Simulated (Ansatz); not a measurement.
# Mo2W3: the cost of one run

Program: Ansatz 0.2.0. Level of theory: DFT PBE, scalar-relativistic, plane waves, PAW. These are calculated values, not measurements.

1 further run of the same task is left out (it didn't finish). Runs told in other sessions of the task aren't counted.

### Step 1. Starting point

Symmetry: Fmmm, No. 69, orthorhombic system. The conventional cell has a = 3.173 Å, b = 4.492 Å, c = 22.452 Å, α = 90.00°, β = 90.00°, γ = 90.00°. Mo (site symmetry mm2) is surrounded by 6 Mo at 2.74 to 2.75 Å and 2 W at 2.75 Å. W (site symmetry mm2) is surrounded by 2 Mo at 2.75 Å and 6 W at 2.75 to 2.76 Å. Around W (site symmetry mmm) lie 8 W at 2.75 to 2.76 Å.

Structure file:

```xyz
5
Lattice="0.0000 2.2461 11.2261 1.5867 0.0000 11.2261 1.5867 2.2461 0.0000" Properties=species:S:1:pos:R:3 pbc="T T T"
Mo    1.5867    2.2461    4.4971
Mo    1.5867    2.2461   17.9551
W     1.5867    2.2461    8.9693
W     0.0000    0.0000    0.0000
W     1.5867    2.2461   13.4829
```

It is the end of an earlier relaxation with the same method, from a generated guess; it needn't be the stable form of this composition. At a tolerance of 0.05 Å it has space group Fmmm (No. 69); it has 16.00 Å³/atom, an uncorrected energy of +0.01 eV/atom over the elements and, on its mesh, gap none (metal).

### Step 2. Volume × 0.97

input.yaml reads:

```yaml
crystal:
  lattice:
    - [0.0, 2.2234220856, 11.1127300264]
    - [1.5706475623, 0.0, 11.1127300264]
    - [1.5706475623, 2.2234220856, 0.0]
  atoms:
    - { symbol: Mo, position: [0.2002979791, 0.2002979791, 0.7997020209] }
    - { symbol: Mo, position: [0.7997020209, 0.7997020209, 0.2002979791] }
    - { symbol: W, position: [0.3994838118, 0.3994838118, 0.6005161882] }
    - { symbol: W, position: [0.0, 0.0, 0.0] }
    - { symbol: W, position: [0.6005161882, 0.6005161882, 0.3994838118] }
basis:
  ecutwfc: 420
kpoints:
  mp_grid: { grid: [14, 14, 14] }
hamiltonian:
  xc: pbe
scf:
  occupations: { method: gaussian, width: 0.1 }
output:
  forces: true
  stress: true
  eigenvalues: true
  write_density: true
  write_potential: true
  elf: true
  volumetric_format: npy
relax:
  adjacent_minimum: "off"
  f_tol: 0.01
  max_steps: 30
  cell: { stress_tol: 0.1, fix: [volume] }
```

On the command line:

```console
ansatz run input.yaml --threads 4 --pin off --max-ram 8192MiB --backend cpu --events-out ev --progress --plain --runs-dir out
```

What time and memory should one allow on 4 threads of Arm Neoverse V1, shared host?

About 93 s, with a peak of 1.2 GiB.
